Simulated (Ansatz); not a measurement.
# Hg: the cost of one run

Program: Ansatz 0.2.0. Level of theory: DFT PBEsol+D3(BJ), scalar-relativistic, plane waves, PAW. These are calculated values, not measurements.

40 further runs of the same task are left out: 40 set aside as unsound or not needed.

## Step 1: Starting point

Symmetry: P6_3/mmc, No. 194, hexagonal system. Conventional cell: a = 3.154 Å, b = 3.154 Å, c = 5.055 Å, α = 90.00°, β = 90.00°, γ = 120.00°. Hg (site symmetry -6m2) has 12 Hg at 3.12 to 3.15 Å as nearest neighbours.

Structure file:

```cif
data_structure
_symmetry_space_group_name_H-M 'P6_3/mmc'
_symmetry_Int_Tables_number 194
_cell_length_a 3.1541
_cell_length_b 3.1541
_cell_length_c 5.0554
_cell_angle_alpha 90.000
_cell_angle_beta 90.000
_cell_angle_gamma 120.000
_cell_volume 43.55
loop_
_atom_site_label
_atom_site_type_symbol
_atom_site_symmetry_multiplicity
_atom_site_Wyckoff_symbol
_atom_site_fract_x
_atom_site_fract_y
_atom_site_fract_z
_atom_site_occupancy
Hg1 Hg 2 c 0.66667 0.33333 0.75000 1
```

It goes back to an entry of the Materials Project, which need not be the stable form.

This cell was relaxed beforehand with the same method: volume 21.78 Å³/atom, gap on the mesh none (metal).

## Step 2: Plan of the line

The energy is mapped over volume and the cell's shape.

First coordinate, volume per atom: 9 values from 20.04 to 23.52 Å³. Second coordinate, c/a of the conventional cell: 9 values from 1.479 to 1.737.

Nothing else is relaxed (symmetry fixes all fractional coordinates). Energies count from the relaxed crystal. Points are written as (first, second).

## Step 3: Point (20.47 Å³, 1.479)

Contents of input.yaml:

```yaml
crystal:
  lattice:
    - [3.1733671117, 0.0, 0.0]
    - [-1.5866835558, 2.7482165342, 0.0]
    - [0.0, 0.0, 4.6943619683]
  atoms:
    - { symbol: Hg, position: [0.6666666667, 0.3333333333, 0.75] }
    - { symbol: Hg, position: [0.3333333333, 0.6666666667, 0.25] }
basis:
  ecutwfc: 420
kpoints:
  mp_grid: { grid: [18, 18, 10] }
hamiltonian:
  xc: pbesol
  dispersion: d3bj
scf:
  occupations: { method: gaussian, width: 0.15 }
output:
  forces: true
  stress: true
  eigenvalues: true
```

Command:

```console
$ ansatz run input.yaml --threads 1 --pin off --max-ram 2048MiB --backend cpu --events-out ev --progress --plain --runs-dir out
```

Q: Estimate wall time and peak memory on 1 thread of AMD EPYC 9R45 (Zen 5), shared host.

About 2.3 s, with a peak of 0.48 GiB.
